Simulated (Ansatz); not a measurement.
# SnBiO2: the cost of one run

Computed with Ansatz 0.2.0 (DFT PBE, scalar-relativistic, plane waves, PAW, unless a step's input says otherwise).

### 1 The system as given

The structure is hexagonal, space group P6_3/mmc (No. 194). Conventional cell: a = 3.398 Å, b = 3.398 Å, c = 12.991 Å, α = 90.00°, β = 90.00°, γ = 120.00°. Sn (site symmetry -6m2) is surrounded by 6 O at 2.85 Å. Around Bi (site symmetry -3m) lie 6 O at 2.29 Å. O (site symmetry 3m) has 3 Bi at 2.29 Å and 3 Sn at 2.85 Å as nearest neighbours.

As a file:

```
CELL_PARAMETERS angstrom
3.39759 0.00000 0.00000
-1.69880 2.94240 0.00000
0.00000 0.00000 12.99143
ATOMIC_POSITIONS crystal
Sn 0.33333 0.66667 0.25000
Sn 0.66667 0.33333 0.75000
Bi 0.00000 0.00000 0.00000
Bi 0.00000 0.00000 0.50000
O 0.33333 0.66667 0.59054
O 0.66667 0.33333 0.40946
O 0.66667 0.33333 0.09054
O 0.33333 0.66667 0.90946
```

The cell is invented: species swapped into a database cell of Tb2CBr (P6_3/mmc, No. 194), with O on the Tb sites, Bi on the C sites and Sn on the Br sites. The dimensions are guesses.

### 2 Probe: one point on a coarse mesh

File input.yaml:

```yaml
crystal:
  lattice:
    - [3.39759202, 0.0, 0.0]
    - [-1.69879601, 2.942401, 0.0]
    - [0.0, 0.0, 12.99143462]
  atoms:
    - { symbol: Sn, position: [0.33333333, 0.66666667, 0.25] }
    - { symbol: Sn, position: [0.66666667, 0.33333333, 0.75] }
    - { symbol: Bi, position: [0.0, 0.0, 0.0] }
    - { symbol: Bi, position: [0.0, 0.0, 0.5] }
    - { symbol: O, position: [0.33333333, 0.66666667, 0.59054112] }
    - { symbol: O, position: [0.66666667, 0.33333333, 0.40945888] }
    - { symbol: O, position: [0.66666667, 0.33333333, 0.09054112] }
    - { symbol: O, position: [0.33333333, 0.66666667, 0.90945888] }
basis:
  ecutwfc: 420
kpoints:
  mp_grid: { grid: [6, 6, 2] }
hamiltonian:
  xc: pbe
scf:
  occupations: { method: gaussian, width: 0.1 }
  lower_state_search: "off"
output:
  forces: true
  stress: true
  eigenvalues: true
```

On the command line:

```
ansatz run input.yaml --threads 1 --pin off --max-ram 2560MiB --backend cpu --events-out ev --progress --plain --runs-dir out
```

Q: Estimate wall time and peak memory on 1 thread of Intel Xeon 6975P-C (Granite Rapids), shared host.

About 3.1 s, with a peak of 0.47 GiB.
